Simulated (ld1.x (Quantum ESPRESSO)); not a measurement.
**A TM potential for tin, from input to tests, part 1 of 2**

Aim: build the potential from the settings below, then test how well it stands in for the atom: other configurations, scattering, ghost states and the plane-wave cutoff that it needs.

Method: ld1.x (Quantum ESPRESSO) 7.5, PBEsol, scalar-relativistic.

## Step 1: Settings

Typed settings, in words:

- element: tin (Sn, Z = 50)
- type: norm-conserving Troullier–Martins (Kleinman–Bylander form)
- frozen core: [Kr]
- valence charge: 14
- reference configuration: 4d10 5s1 5p3
- partial waves: 5s (bound): rc 2.20 bohr; 5p (bound): rc 2.40 bohr; 4d (bound): rc 1.50 bohr
- local potential: the d channel
- core correction: Bessel-smoothed model core inside 1.20 bohr

The nodes and maxima of the atom's own shells, from an earlier all-electron run, set the scale for the radii.

All-electron outer shells of the reference configuration (PBEsol, scalar-relativistic, ld1.x):

```csv
shell,level (eV),outermost node (bohr),outermost maximum (bohr)
4s,-135.29,0.40,0.74
4p,-91.11,0.41,0.79
4d,-27.27,0.39,0.88
5s,-11.46,0.98,1.99
5p,-4.34,1.09,2.52
```

## Step 2: The generation run

The input, Sn.in:

```
 &input
   title='Sn', zed=50., rel=1, dft='PBESOL', iswitch=3,
   config='[Kr] 4d10 5s1 5p3',
   nld=3, rlderiv=2.60, eminld=-4.0, emaxld=5.0, deld=0.02
 /
 &inputp
   pseudotype=2, tm=.true., lloc=2,
   nlcc=.true., new_core_ps=.true., rcore=1.20,
   file_pseudopw='Sn.UPF', file_wfcaegen='ae.wfc', file_wfcncgen='nc.wfc', file_beta='beta', file_chi='chi'
 /
3
5S  1  0   1.00   0.00  2.20  2.20  0.0
5P  2  1   3.00   0.00  2.40  2.40  0.0
4D  3  2  10.00   0.00  1.50  1.50  0.0
 &test
   configts(1)='4d10 5s1 5p3'
 /
```

On the command line:

```sh
$ ld1.x < Sn.in > Sn.out
```

What the program wrote to Sn.out (without the banner and most projector matrices):

```text
     Program LD1 v.7.5
     --------------------------- All-electron run ----------------------------

     Sn
     scalar relativistic calculation

     atomic number is 50.00
     dft =PBESOL   lsd =0 sic =0 latt =0  beta=0.20 tr2=1.0E-14
     Exchange-correlation= PBESOL
                           (   1   4  10   8   0   0   0)
     mesh =1243 r(mesh) = 100.78374 a.u. xmin = -7.00 dx = 0.01250
     1 Ry =  13.60569312 eV, c = 137.03599908

     n l     nl                  e(Ry)          e(Ha)          e(eV)
     1 0     1S 1( 2.00)     -2131.5014     -1065.7507    -29000.5541
     2 0     2S 1( 2.00)      -321.8933      -160.9466     -4379.5815
     2 1     2P 1( 6.00)      -289.0242      -144.5121     -3932.3747
     3 0     3S 1( 2.00)       -62.1902       -31.0951      -846.1401
     3 1     3P 1( 6.00)       -51.4509       -25.7254      -700.0250
     4 0     4S 1( 2.00)        -9.9439        -4.9720      -135.2943
     4 1     4P 1( 6.00)        -6.6963        -3.3482       -91.1082
     3 2     3D 1(10.00)       -34.9067       -17.4533      -474.9297
     4 2     4D 1(10.00)        -2.0045        -1.0023       -27.2730
     5 0     5S 1( 1.00)        -0.8426        -0.4213       -11.4636
     5 1     5P 1( 3.00)        -0.3187        -0.1593        -4.3359

     final scf error:  6.4E-15 reached in  29 iterations

     Etot =  -12348.393493 Ry,   -6174.196746 Ha, -168008.452423 eV

     Ekin =   12891.846171 Ry,    6445.923085 Ha,  175402.502788 eV
     Encl =  -29861.697719 Ry,  -14930.848859 Ha, -406289.095295 eV
     Eh   =    4945.313964 Ry,    2472.656982 Ha,   67284.424197 eV
     Exc  =    -323.855909 Ry,    -161.927954 Ha,   -4406.284114 eV

     normalization and overlap integrals

     s(1S/1S) =  1.000000  <r> =   0.0291  <r2> =    0.0011  r(max) =   0.0188
     s(2S/2S) =  1.000000  <r> =   0.1256  <r2> =    0.0186  r(max) =   0.1068
     s(2P/2P) =  1.000000  <r> =   0.1096  <r2> =    0.0147  r(max) =   0.0853
     s(3S/3S) =  1.000000  <r> =   0.3396  <r2> =    0.1318  r(max) =   0.3090
     s(3P/3P) =  1.000000  <r> =   0.3379  <r2> =    0.1325  r(max) =   0.3013
     s(4S/4S) =  1.000000  <r> =   0.8185  <r2> =    0.7582  r(max) =   0.7412
     s(4P/4P) =  1.000000  <r> =   0.8857  <r2> =    0.8966  r(max) =   0.7890
     s(3D/3D) =  1.000000  <r> =   0.3147  <r2> =    0.1176  r(max) =   0.2498
     s(4D/4D) =  1.000000  <r> =   1.0961  <r2> =    1.4286  r(max) =   0.8829
     s(5S/5S) =  1.000000  <r> =   2.3593  <r2> =    6.3512  r(max) =   1.9897
     s(5P/5P) =  1.000000  <r> =   3.1225  <r2> =   11.3550  r(max) =   2.5231

     ------------------------ End of All-electron run ------------------------

     --------------------- Generating NC pseudopotential ---------------------

      Generating local pot.: lloc=2, matching radius rcloc =   1.5000

      Computing core charge for nlcc:

       r > 1.21 : true rho core
      Core charge pseudized with two Bessel functions
      Integrated core pseudo-charge :  11.81

      Wfc   5S  rcut= 2.199  Using Troullier-Martins method

      Wfc   5P  rcut= 2.370  Using Troullier-Martins method

     ------------------- End of pseudopotential generation -------------------

     [... the all-electron block is printed once more ...]


     Computing logarithmic derivative in   2.60321
     Computing logarithmic derivative in   2.60321
     Computing the partial wave expansion
     R is outside the sphere for l=    0 j= 0.00
     R is outside the sphere for l=    1 j= 0.00
       no projector for channel:   2

     ---------------------- Testing the pseudopotential ----------------------

     Sn
     scalar relativistic calculation

     atomic number is 50.00   valence charge is 14.00
     dft =PBESOL   lsd =0 sic =0 latt =0  beta=0.20 tr2=1.0E-14
     mesh =1243 r(mesh) = 100.78374 xmin = -7.00 dx = 0.01250

     n l     nl             e AE (Ry)        e PS (Ry)    De AE-PS (Ry)
     3 2     4D   1(10.00)       -2.00453       -2.00454        0.00001
     1 0     5S   1( 1.00)       -0.84256       -0.84256        0.00000
     2 1     5P   1( 3.00)       -0.31868       -0.31868        0.00000

     eps = 6.2E-15  iter = 23

     Etot =  -12348.393493 Ry,   -6174.196746 Ha, -168008.452423 eV
     Etotps =  -160.975597 Ry,     -80.487799 Ha,   -2190.184575 eV

     Ekin =     101.736237 Ry,      50.868119 Ha,    1384.192025 eV
     Encl =    -335.724204 Ry,    -167.862102 Ha,   -4567.760492 eV
     Ehrt =     117.912966 Ry,      58.956483 Ha,    1604.287629 eV
     Ecxc =     -46.926832 Ry,     -23.463416 Ha,    -638.472069 eV
     (Ecc =     -23.976220 Ry,     -11.988110 Ha,    -326.213092 eV)
     Epseu=       2.026235 Ry,       1.013118 Ha,      27.568332 eV

     ---------------------- End of pseudopotential test ----------------------
```

Wall time 2 s (1 thread, shared host). (Generation and the later configuration tests together.)

Partial waves on a coarse radial grid (AE all-electron, PS pseudo):

| r (bohr) | 5p AE | 5p PS |
| --- | --- | --- |
| 0.120 | -0.0211 | 0.0022 |
| 0.240 | 0.1681 | 0.0087 |
| 0.360 | 0.0555 | 0.0197 |
| 0.480 | -0.1314 | 0.0355 |
| 0.600 | -0.2459 | 0.0563 |
| 0.720 | -0.2643 | 0.0825 |
| 0.840 | -0.2109 | 0.1144 |
| 0.960 | -0.1165 | 0.1522 |
| 1.080 | -0.0057 | 0.1957 |
| 1.200 | 0.1063 | 0.2444 |
| 1.320 | 0.2107 | 0.2970 |
| 1.440 | 0.3032 | 0.3518 |
| 1.560 | 0.3822 | 0.4063 |
| 1.680 | 0.4477 | 0.4578 |
| 1.800 | 0.5006 | 0.5039 |
| 1.920 | 0.5418 | 0.5426 |
| 2.040 | 0.5730 | 0.5730 |
| 2.160 | 0.5950 | 0.5950 |
| 2.280 | 0.6094 | 0.6094 |
| 2.400 | 0.6172 | 0.6172 |
| 2.520 | 0.6192 | 0.6192 |
| 2.640 | 0.6165 | 0.6165 |
| 2.760 | 0.6098 | 0.6098 |
| 2.880 | 0.5998 | 0.5998 |
| 3.000 | 0.5872 | 0.5872 |
| 3.120 | 0.5724 | 0.5724 |

(Continued in part 2 of 2.)
